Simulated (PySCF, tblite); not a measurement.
# C3H10O2Si2: a rotation path, then NMR shifts on frames, part 2 of 2

tblite 0.8.0 and PySCF 2.14.0. Atoms count from 0.

### 5 Shielding tensors: image 5, PBE0/pcSseg-1

The job: settings as JSON, then the geometry in Å.

```
{"job": {"kind": "nmr", "xc": "PBE0", "basis": "pcSseg-1", "pop": false}, "charge": 0, "multiplicity": 1}
C      3.197700     1.111800    -0.132700
C      2.193200     0.153600     0.448300
O      2.469000    -0.848400     1.050600
O      0.941900     0.539100     0.244800
Si    -0.353000    -0.325400     0.844400
C     -1.806500     0.700300     0.193700
Si    -2.914100    -0.169900    -1.079500
H      3.338600     1.928900     0.573300
H      2.825600     1.524700    -1.066000
H      4.148100     0.608500    -0.282200
H     -0.288200    -1.682400     0.312400
H     -0.256400    -0.326900     2.302900
H     -2.431400     0.990100     1.036700
H     -1.431600     1.626800    -0.240900
H     -2.155800    -0.522800    -2.280800
H     -4.006900     0.732800    -1.458700
H     -3.477300    -1.379400    -0.476200
```

Level: GIAO PBE0/pcSseg-1 NMR shielding, non-relativistic, gas phase.

What it wrote:

```text
coarse grid: 14880 points
cycle   1  E = -848.9909275114  dE =  7.612e-01  |g| = 9.689e-01  |ddm| = 3.611e+00
cycle   2  E = -848.6977636897  dE =  2.932e-01  |g| = 1.592e+00  |ddm| = 1.677e+00
cycle   3  E = -849.1539728592  dE = -4.562e-01  |g| = 2.667e-01  |ddm| = 1.167e+00
cycle   4  E = -849.1666258809  dE = -1.265e-02  |g| = 7.744e-02  |ddm| = 2.148e-01
cycle   5  E = -849.1675667651  dE = -9.409e-04  |g| = 2.372e-02  |ddm| = 5.732e-02
cycle   6  E = -849.1676853255  dE = -1.186e-04  |g| = 3.901e-03  |ddm| = 1.761e-02
cycle   7  E = -849.1676884063  dE = -3.081e-06  |g| = 1.357e-03  |ddm| = 3.979e-03
final grid: 133616 points
cycle   8  E = -849.2278048643  dE = -1.114e-05  |g| = 1.272e-02  |ddm| = 1.892e-02
cycle   9  E = -849.2277586652  dE =  4.620e-05  |g| = 2.021e-02  |ddm| = 2.037e-02
cycle  10  E = -849.2278347396  dE = -7.607e-05  |g| = 2.495e-03  |ddm| = 1.293e-02
cycle  11  E = -849.2278358746  dE = -1.135e-06  |g| = 3.351e-04  |ddm| = 1.648e-03
cycle  12  E = -849.2278358907  dE = -1.616e-08  |g| = 1.259e-04  |ddm| = 2.727e-04
cycle  13  E = -849.2278358941  dE = -3.344e-09  |g| = 2.788e-05  |ddm| = 1.142e-04
cycle  14  E = -849.2278358942  dE = -1.589e-10  |g| = 7.769e-06  |ddm| = 2.744e-05
converged SCF energy = -849.2278358942

GIAO shielding tensors (ppm)
atom      isotropic    diamagn.    paramagn.     s11        s22        s33       span
  0 C      162.767     248.599     -85.832    139.965    154.842    193.494     53.529
  1 C       10.390     248.100    -237.710    -90.484     46.334     75.319    165.804
  2 O     -131.143     403.288    -534.430   -397.869   -249.289    253.730    651.599
  3 O      130.426     405.342    -274.915    -12.669    170.492    233.457    246.126
  4 Si     365.850     883.266    -517.416    328.596    370.578    398.378     69.782
  5 C      200.312     260.573     -60.261    182.553    204.924    213.458     30.906
  6 Si     422.696     879.520    -456.825    394.813    409.761    463.513     68.700
  7 H       29.357      26.966       2.391     26.315     27.796     33.961      7.646
  8 H       29.592      29.852      -0.261     25.309     29.803     33.663      8.354
  9 H       29.786      26.382       3.403     25.808     28.008     35.541      9.733
 10 H       26.782      32.696      -5.913     23.014     26.568     30.765      7.751
 11 H       26.602      31.636      -5.034     22.935     25.443     31.427      8.492
 12 H       31.768      31.573       0.195     26.496     29.103     39.705     13.209
 13 H       31.617      34.478      -2.861     26.069     29.509     39.272     13.203
 14 H       27.742      29.523      -1.780     24.237     26.370     32.621      8.385
 15 H       27.563      28.147      -0.584     23.929     25.301     33.459      9.529
 16 H       27.860      28.837      -0.977     24.427     26.035     33.119      8.692
```

Wall time 22 s (1 thread of Arm Neoverse V1, shared host); peak memory 0.9 GiB.

This run: δ C1 176.5, C0 24.2, C5 -13.4, O2 467.2, H11 5.12, H10 4.93 ppm.

### 6 Nuclear shieldings: image 6, PBE0/pcSseg-1

The job: settings as JSON, then the geometry in Å.

```
{"job": {"kind": "nmr", "xc": "PBE0", "basis": "pcSseg-1", "pop": false}, "charge": 0, "multiplicity": 1}
C      3.277400     1.191400     0.054500
C      2.249700     0.172900     0.468700
O      2.499400    -0.887100     0.975500
O      1.009100     0.571800     0.230000
Si    -0.313200    -0.371100     0.615800
C     -1.729200     0.713000    -0.019100
Si    -3.113500    -0.222400    -0.916800
H      3.363400     1.933200     0.847100
H      2.960600     1.695400    -0.854200
H      4.241400     0.711400    -0.084400
H     -0.175900    -1.648400    -0.075700
H     -0.337600    -0.552200     2.065300
H     -2.169300     1.248300     0.821600
H     -1.331000     1.476400    -0.687400
H     -2.594500    -0.879700    -2.117200
H     -4.154400     0.731500    -1.315600
H     -3.689400    -1.223000    -0.017800
```

Method: GIAO PBE0/pcSseg-1 NMR shielding, non-relativistic, gas phase.

What it wrote:

```text
coarse grid: 14880 points
cycle   1  E = -848.9913198158  dE =  7.626e-01  |g| = 9.691e-01  |ddm| = 3.612e+00
cycle   2  E = -848.6984975095  dE =  2.928e-01  |g| = 1.592e+00  |ddm| = 1.675e+00
cycle   3  E = -849.1544901484  dE = -4.560e-01  |g| = 2.661e-01  |ddm| = 1.166e+00
cycle   4  E = -849.1670742479  dE = -1.258e-02  |g| = 7.756e-02  |ddm| = 2.143e-01
cycle   5  E = -849.1680197759  dE = -9.455e-04  |g| = 2.374e-02  |ddm| = 5.754e-02
cycle   6  E = -849.1681386035  dE = -1.188e-04  |g| = 3.896e-03  |ddm| = 1.761e-02
cycle   7  E = -849.1681416825  dE = -3.079e-06  |g| = 1.361e-03  |ddm| = 3.974e-03
final grid: 133616 points
cycle   8  E = -849.2281507522  dE = -1.001e-05  |g| = 1.293e-02  |ddm| = 1.912e-02
cycle   9  E = -849.2281019375  dE =  4.881e-05  |g| = 2.069e-02  |ddm| = 2.061e-02
cycle  10  E = -849.2281813500  dE = -7.941e-05  |g| = 2.562e-03  |ddm| = 1.321e-02
cycle  11  E = -849.2281825460  dE = -1.196e-06  |g| = 3.314e-04  |ddm| = 1.682e-03
cycle  12  E = -849.2281825619  dE = -1.592e-08  |g| = 1.209e-04  |ddm| = 2.655e-04
cycle  13  E = -849.2281825650  dE = -3.140e-09  |g| = 2.714e-05  |ddm| = 1.116e-04
cycle  14  E = -849.2281825652  dE = -1.514e-10  |g| = 7.460e-06  |ddm| = 2.614e-05
converged SCF energy = -849.2281825652

GIAO shielding tensors (ppm)
atom      isotropic    diamagn.    paramagn.     s11        s22        s33       span
  0 C      162.755     248.468     -85.713    139.844    154.884    193.536     53.691
  1 C       10.533     248.188    -237.655    -90.342     46.694     75.248    165.589
  2 O     -131.051     403.614    -534.665   -396.784   -249.118    252.748    649.532
  3 O      129.058     405.445    -276.387    -14.854    169.694    232.334    247.188
  4 Si     366.293     883.515    -517.222    324.870    372.890    401.119     76.249
  5 C      199.029     261.007     -61.979    184.407    203.880    208.799     24.392
  6 Si     425.393     879.306    -453.913    394.980    416.250    464.949     69.969
  7 H       29.351      26.970       2.381     26.307     27.798     33.948      7.641
  8 H       29.601      29.627      -0.027     25.324     29.778     33.699      8.375
  9 H       29.792      26.206       3.585     25.802     28.034     35.539      9.737
 10 H       26.786      32.817      -6.031     22.758     26.817     30.783      8.025
 11 H       26.646      31.981      -5.335     23.070     25.552     31.317      8.247
 12 H       31.503      32.354      -0.851     26.428     29.049     39.032     12.604
 13 H       31.592      34.751      -3.159     25.707     29.833     39.236     13.529
 14 H       27.795      29.127      -1.332     24.354     26.233     32.798      8.444
 15 H       27.595      27.942      -0.347     23.966     25.360     33.459      9.493
 16 H       27.924      28.582      -0.658     24.447     26.124     33.200      8.753
```

It took 23 s on 1 thread of Arm Neoverse V1, shared host; peak memory 0.9 GiB.

Key values: δ C1 176.4, C0 24.2, C5 -12.1, O2 467.1, H11 5.07, H10 4.93 ppm.

### 7 NMR shieldings: image 8, PBE0/pcSseg-1

The job: settings as JSON, then the geometry in Å.

```
{"job": {"kind": "nmr", "xc": "PBE0", "basis": "pcSseg-1", "pop": false}, "charge": 0, "multiplicity": 1}
C      3.313300     1.287600     0.406300
C      2.285100     0.187900     0.426600
O      2.522900    -0.963000     0.679000
O      1.065800     0.608300     0.130200
Si    -0.226000    -0.449200     0.092000
C     -1.653400     0.699700    -0.358500
Si    -3.307400    -0.209000    -0.511100
H      2.833300     2.255000     0.297300
H      3.991900     1.118200    -0.427500
H      3.897100     1.252200     1.323200
H      0.042000    -1.458700    -0.927300
H     -0.373500    -1.039800     1.418600
H     -1.745400     1.483100     0.393600
H     -1.436300     1.208800    -1.297400
H     -3.222100    -1.221400    -1.563000
H     -4.358700     0.755500    -0.852000
H     -3.635600    -0.853600     0.760100
```

With the program's defaults for keys left out, this is: GIAO PBE0/pcSseg-1 NMR shielding, non-relativistic, gas phase.

What it wrote:

```text
coarse grid: 14880 points
cycle   1  E = -848.9922761452  dE =  7.725e-01  |g| = 9.699e-01  |ddm| = 3.613e+00
cycle   2  E = -848.7014177780  dE =  2.909e-01  |g| = 1.590e+00  |ddm| = 1.654e+00
cycle   3  E = -849.1555083215  dE = -4.541e-01  |g| = 2.663e-01  |ddm| = 1.147e+00
cycle   4  E = -849.1681159562  dE = -1.261e-02  |g| = 7.765e-02  |ddm| = 2.146e-01
cycle   5  E = -849.1690643244  dE = -9.484e-04  |g| = 2.378e-02  |ddm| = 5.732e-02
cycle   6  E = -849.1691839291  dE = -1.196e-04  |g| = 3.875e-03  |ddm| = 1.754e-02
cycle   7  E = -849.1691869951  dE = -3.066e-06  |g| = 1.366e-03  |ddm| = 3.985e-03
final grid: 133616 points
cycle   8  E = -849.2290842782  dE = -1.227e-05  |g| = 1.251e-02  |ddm| = 1.915e-02
cycle   9  E = -849.2290406926  dE =  4.359e-05  |g| = 1.974e-02  |ddm| = 1.971e-02
cycle  10  E = -849.2291130992  dE = -7.241e-05  |g| = 2.388e-03  |ddm| = 1.249e-02
cycle  11  E = -849.2291141372  dE = -1.038e-06  |g| = 3.505e-04  |ddm| = 1.584e-03
cycle  12  E = -849.2291141553  dE = -1.804e-08  |g| = 1.236e-04  |ddm| = 2.725e-04
cycle  13  E = -849.2291141585  dE = -3.217e-09  |g| = 2.876e-05  |ddm| = 1.174e-04
cycle  14  E = -849.2291141587  dE = -1.787e-10  |g| = 7.900e-06  |ddm| = 2.842e-05
converged SCF energy = -849.2291141587

GIAO shielding tensors (ppm)
atom      isotropic    diamagn.    paramagn.     s11        s22        s33       span
  0 C      163.515     249.211     -85.696    142.388    155.015    193.143     50.755
  1 C       10.365     248.520    -238.155    -88.989     44.918     75.165    164.154
  2 O     -120.898     404.320    -525.219   -378.103   -252.078    267.487    645.590
  3 O      120.003     405.809    -285.806    -22.971    161.525    221.454    244.425
  4 Si     366.103     883.848    -517.745    319.026    375.757    403.526     84.499
  5 C      196.117     260.937     -64.820    193.547    194.445    200.359      6.812
  6 Si     429.769     879.062    -449.293    408.280    411.235    469.792     61.511
  7 H       29.692      29.678       0.013     25.027     30.175     33.873      8.846
  8 H       29.419      26.517       2.902     26.582     27.229     34.444      7.862
  9 H       29.563      26.103       3.459     26.188     27.614     34.886      8.698
 10 H       26.717      32.770      -6.053     22.740     26.434     30.977      8.237
 11 H       26.705      32.699      -5.995     22.737     26.417     30.960      8.223
 12 H       31.503      33.653      -2.150     26.083     29.569     38.856     12.773
 13 H       31.500      33.835      -2.335     26.040     29.585     38.876     12.836
 14 H       27.912      28.614      -0.703     24.405     26.233     33.097      8.692
 15 H       27.620      27.701      -0.081     24.025     25.409     33.425      9.401
 16 H       27.914      28.580      -0.666     24.398     26.251     33.092      8.693
```

Run time: 23 s. Hardware: 1 thread of Arm Neoverse V1, shared host; peak memory 0.84 GiB.

In short: δ C1 176.6, C0 23.4, C5 -9.2, O2 457.0, H11 5.01, H10 5.00 ppm.

### 8 Comparing the runs: NMR shifts

Shifts (ppm) of some atoms, chosen among heavy atoms and hydrogens apart, with basis size and wall time:

| frame | C5 | H7 | H12 | O2 | O3 | Si4 | Si6 | functions | time |
| --- | --- | --- | --- | --- | --- | --- | --- | --- | --- |
| image 0 | -13.3 | 2.36 | -0.03 | 467.7 | 204.6 | -18.4 | -75.7 | 183 | 24 s |
| image 2 | -10.5 | 2.35 | -0.52 | 466.1 | 204.1 | -18.0 | -75.4 | 183 | 23 s |
| image 5 | -13.4 | 2.36 | -0.05 | 467.2 | 205.7 | -16.7 | -73.5 | 183 | 22 s |
| image 6 | -12.1 | 2.37 | 0.21 | 467.1 | 207.0 | -17.1 | -76.2 | 183 | 23 s |
| image 8 | -9.2 | 2.03 | 0.21 | 457.0 | 216.1 | -16.9 | -80.6 | 183 | 23 s |

### 9 Results

The summary covers parts 1 to 2.

| quantity | value |
| --- | --- |
| barrier | 0.044 eV (1.0 kcal/mol) at image 5 |
| end to end (GFN2-xTB) | 0.012 eV |
| 13C shifts against TMS (PBE0/pcSseg-1, image 0) | 176.4, 23.7, -13.3 ppm |
| 1H shifts against TMS (PBE0/pcSseg-1, image 0) | 5.14, 5.09, 4.12, 4.05, 4.02, 2.36, 2.17, 1.92, 0.07, -0.03 ppm |
| 17O shifts against H2O (PBE0/pcSseg-1, image 0) | 467.7, 204.6 ppm |
| 29Si shifts against TMS (PBE0/pcSseg-1, image 0) | -18.4, -75.7 ppm |
| range of the shift of O3 | 204.1 to 216.1 ppm |

What this shows: Along the band the dihedral turns by 175°, and the top (dihedral 114°) lies 1.0 kcal/mol above the start (GFN2-xTB, rough), so at room temperature this motion is fast. Ends this close can change order at a higher level. The top was not checked by a frequency run. Shifts at one fixed geometry are not the observed spectrum, which averages over the motion. In the first frame run (image 0): The largest span, 654 ppm, is at O2, where the paramagnetic term is -533 ppm. In ppm, O3 moves most: its shift spreads over 12.0 ppm, from 204.1 (image 2) to 216.1 (image 8).
